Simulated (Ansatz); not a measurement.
# C2H3AlFNO: one species, many methods

The task here is to estimate one member of a computed series from the others.

Computed with Ansatz 0.2.0, Gaussian basis. Level: functionals in def2-TZVPP, the program's frozen cores in correlated methods.

The runs, in order: LDA (SPW92), PBE-D4, revPBE-D4, BLYP-D4, r2SCAN-D4, B97M-V, PBE0-D4, B3LYP-D4, r2SCANh-D4, r2SCAN0-D4, HSE06-D4, BHLYP-D4, CAM-B3LYP-D4, LC-ωPBE, ωB97X-V, ωB97M-V, B2PLYP, PBE-QIDH; CCSD(T)/def2-SVP; CCSD(T)/def2-TZVPP; MP2/def2-QZVPP; extrapolation to the limit; RPA on PBE.

### The geometry

All runs share one geometry, relaxed beforehand with PBE0-D4 in a triple-zeta def2 set.

SMILES `FC1=C[NH][AlH][O]1`, 9 atoms, charge 0, spin multiplicity 1.

Atoms are counted from 1 here; the program's logs count them from 0.

Bond lengths: F1–C2 1.325 Å, C2–C3 1.338 Å, C2–O6 1.331 Å, C3–N4 1.414 Å, C3–H7 1.079 Å, N4–Al5 1.776 Å, N4–H8 1.003 Å, Al5–O6 1.748 Å, Al5–H9 1.562 Å. Angles: F1–C2–C3 125.2°, F1–C2–O6 114.9°, C3–C2–O6 119.9°, C2–C3–N4 113.4°, C2–C3–H7 124.6°, N4–C3–H7 122.0°, C3–N4–Al5 106.2°, C3–N4–H8 116.2°, Al5–N4–H8 137.6°, N4–Al5–O6 93.5°, N4–Al5–H9 138.2°, O6–Al5–H9 128.3°, C2–O6–Al5 107.0°.

Set-up of the first run:

The input, in.yaml:

```yaml
crystal:
  periodic: [false, false, false]
  atoms:
    - {symbol: F, position_ang: [2.222310, 0.735077, -1.049670]}
    - {symbol: C, position_ang: [1.061514, 0.427040, -0.488920]}
    - {symbol: C, position_ang: [0.553082, -0.807345, -0.394456]}
    - {symbol: N, position_ang: [-0.703669, -0.848306, 0.252857]}
    - {symbol: Al, position_ang: [-1.093969, 0.828670, 0.686240]}
    - {symbol: O, position_ang: [0.385909, 1.461816, 0.004368]}
    - {symbol: H, position_ang: [1.034073, -1.698718, -0.766720]}
    - {symbol: H, position_ang: [-1.123601, -1.754193, 0.346551]}
    - {symbol: H, position_ang: [-2.247050, 1.609760, 1.392751]}
basis:
  gaussian: {orbitals: def2-TZVPP}
hamiltonian: {xc: lda}
output: {orbitals: {seedname: orbitals}}
```

Steps of the session up to this table: LDA; PBE-D4 (GGA); revPBE-D4 (GGA); BLYP-D4 (GGA); r2SCAN-D4 (meta-GGA); B97M-V (meta-GGA); PBE0-D4 (hybrid); B3LYP-D4 (hybrid); r2SCANh-D4 (hybrid); r2SCAN0-D4 (hybrid); HSE06-D4 (hybrid); BHLYP-D4 (hybrid); CAM-B3LYP-D4 (range-separated); LC-ωPBE (range-separated); ωB97X-V (range-separated); ωB97M-V (range-separated); B2PLYP (double hybrid); PBE-QIDH (double hybrid).

One table of the session follows, with a row left open; its other results are not shown here.

It belongs to the step «Frontier levels by functional». 

| functional | HOMO (eV) | gap (eV) |
| --- | --- | --- |
| LDA (SPW92) | -4.61 | 3.07 |
| PBE-D4 | -4.39 | 3.05 |
| revPBE-D4 | -4.30 | 3.06 |
| BLYP-D4 | -4.27 | 3.04 |
| r2SCAN-D4 | -4.49 | 3.45 |
| B97M-V | ? | ? |
| PBE0-D4 | -5.42 | 4.81 |
| B3LYP-D4 | -5.26 | 4.44 |
| r2SCANh-D4 | -4.90 | 4.11 |
| r2SCAN0-D4 | -5.51 | 5.09 |
| HSE06-D4 | -5.02 | 4.05 |
| BHLYP-D4 | -6.39 | 6.51 |
| CAM-B3LYP-D4 | -6.73 | 7.03 |
| LC-ωPBE | -7.99 | 9.36 |
| ωB97X-V | -7.63 | 8.90 |
| ωB97M-V | -7.57 | 8.58 |

Q: Estimate the row for B97M-V from the others.

**Answer.** HOMO (eV): -4.52; gap (eV): 3.32. In the column «HOMO (eV)» it lies between LDA (SPW92) (-4.61) and r2SCAN-D4 (-4.49).
